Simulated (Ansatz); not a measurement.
**C3H9B: one species, many methods**

An exercise on one series of results from a longer session: the logs are not shown, and one member is left open.

Program: Ansatz 0.2.0, Gaussian basis. Level of theory: functionals in def2-TZVPP, the program's frozen cores in correlated methods. These are calculated values, not measurements.

Levels to be run: LDA (SPW92), PBE-D4, revPBE-D4, BLYP-D4, r2SCAN-D4, B97M-V, PBE0-D4, B3LYP-D4, r2SCANh-D4, r2SCAN0-D4, HSE06-D4, BHLYP-D4, CAM-B3LYP-D4, LC-ωPBE, ωB97X-V, ωB97M-V, B2PLYP, PBE-QIDH; CCSD(T)/def2-SVP; CCSD(T)/def2-TZVPP; MP2/def2-QZVPP; extrapolation to the limit; RPA on PBE.

## The relaxed structure

An earlier PBE0-D4 in a triple-zeta def2 set relaxation fixed the geometry.

13 atoms, charge 0, spin multiplicity 1.

Atoms are counted from 1 here; the program's logs count them from 0.

Bond lengths: C1–B2 1.558 Å, C1–H5 1.101 Å, C1–H6 1.094 Å, C1–H7 1.092 Å, B2–C3 1.561 Å, B2–H8 1.205 Å, C3–C4 1.522 Å, C3–H9 1.102 Å, C3–H10 1.101 Å, C4–H11 1.093 Å, C4–H12 1.093 Å, C4–H13 1.093 Å. Angles: B2–C1–H5 106.0°, B2–C1–H6 112.7°, B2–C1–H7 115.8°, H5–C1–H6 104.7°, H5–C1–H7 107.2°, H6–C1–H7 109.7°, C1–B2–C3 125.2°, C1–B2–H8 117.9°, C3–B2–H8 116.8°, B2–C3–C4 118.8°, B2–C3–H9 106.1°, B2–C3–H10 106.8°, C4–C3–H9 110.7°, C4–C3–H10 110.8°, H9–C3–H10 102.4°, C3–C4–H11 111.4°, C3–C4–H12 112.0°, C3–C4–H13 111.4° and more.

Geometry (Å):

```csv
atom,x (Å),y (Å),z (Å)
C1,-0.93962,1.20944,0.84284
B2,0.52179,0.69846,0.67218
C3,0.95817,-0.49725,-0.23173
C4,-0.10828,-1.25890,-1.00551
H5,-1.00913,2.13549,0.25054
H6,-1.16160,1.51815,1.86828
H7,-1.72189,0.53811,0.48369
H8,1.39762,1.28866,1.25223
H9,1.52870,-1.17944,0.41834
H10,1.73511,-0.11440,-0.91101
H11,-0.84739,-1.70328,-0.33377
H12,0.31830,-2.06897,-1.60231
H13,-0.65130,-0.60076,-1.68898
```

The first run:

in.yaml reads:

```yaml
crystal:
  periodic: [false, false, false]
  atoms:
    - {symbol: C, position_ang: [-0.939617, 1.209442, 0.842844]}
    - {symbol: B, position_ang: [0.521793, 0.698460, 0.672182]}
    - {symbol: C, position_ang: [0.958166, -0.497250, -0.231728]}
    - {symbol: C, position_ang: [-0.108276, -1.258899, -1.005508]}
    - {symbol: H, position_ang: [-1.009135, 2.135488, 0.250536]}
    - {symbol: H, position_ang: [-1.161599, 1.518147, 1.868280]}
    - {symbol: H, position_ang: [-1.721887, 0.538107, 0.483689]}
    - {symbol: H, position_ang: [1.397625, 1.288657, 1.252231]}
    - {symbol: H, position_ang: [1.528705, -1.179439, 0.418341]}
    - {symbol: H, position_ang: [1.735109, -0.114404, -0.911010]}
    - {symbol: H, position_ang: [-0.847385, -1.703282, -0.333768]}
    - {symbol: H, position_ang: [0.318304, -2.068967, -1.602305]}
    - {symbol: H, position_ang: [-0.651304, -0.600762, -1.688984]}
basis:
  gaussian: {orbitals: def2-TZVPP}
hamiltonian: {xc: lda}
output: {orbitals: {seedname: orbitals}}
```

Steps of the session up to this table: LDA; PBE-D4 (GGA); revPBE-D4 (GGA); BLYP-D4 (GGA); r2SCAN-D4 (meta-GGA); B97M-V (meta-GGA); PBE0-D4 (hybrid); B3LYP-D4 (hybrid); r2SCANh-D4 (hybrid); r2SCAN0-D4 (hybrid); HSE06-D4 (hybrid); BHLYP-D4 (hybrid); CAM-B3LYP-D4 (range-separated); LC-ωPBE-D4 (range-separated; the results give it without D4); ωB97X-V (range-separated); ωB97M-V (range-separated); B2PLYP (double hybrid); PBE-QIDH (double hybrid).

One table of the session follows, with a row left open; its other results are not shown here.

It belongs to the step «Frontier levels by functional». 

| functional | HOMO (eV) | gap (eV) |
| --- | --- | --- |
| LDA (SPW92) | -7.06 | 5.20 |
| PBE-D4 | -7.01 | 5.40 |
| revPBE-D4 | -6.97 | 5.47 |
| BLYP-D4 | ? | ? |
| r2SCAN-D4 | -7.29 | 6.10 |
| B97M-V | -7.40 | 6.15 |
| PBE0-D4 | -8.38 | 7.80 |
| B3LYP-D4 | -8.20 | 7.38 |
| r2SCANh-D4 | -7.80 | 6.95 |
| r2SCAN0-D4 | -8.56 | 8.22 |
| HSE06-D4 | -7.98 | 7.00 |
| BHLYP-D4 | -9.73 | 10.19 |
| CAM-B3LYP-D4 | -9.84 | 10.35 |
| LC-ωPBE | -11.19 | 12.93 |
| ωB97X-V | -10.84 | 12.45 |
| ωB97M-V | -10.70 | 12.04 |

**Question.** Estimate the row for BLYP-D4.

Worked estimate for «HOMO (eV)». Against the share of exact exchange, B3LYP-D4 (0.2, -8.20), BHLYP-D4 (0.5, -9.73) give a slope of -5.10 per unit share; at 0 the line stands at -7.18.

The run gave: HOMO (eV): -6.94; gap (eV): 5.47. In «HOMO (eV)» the line misses by -0.24.
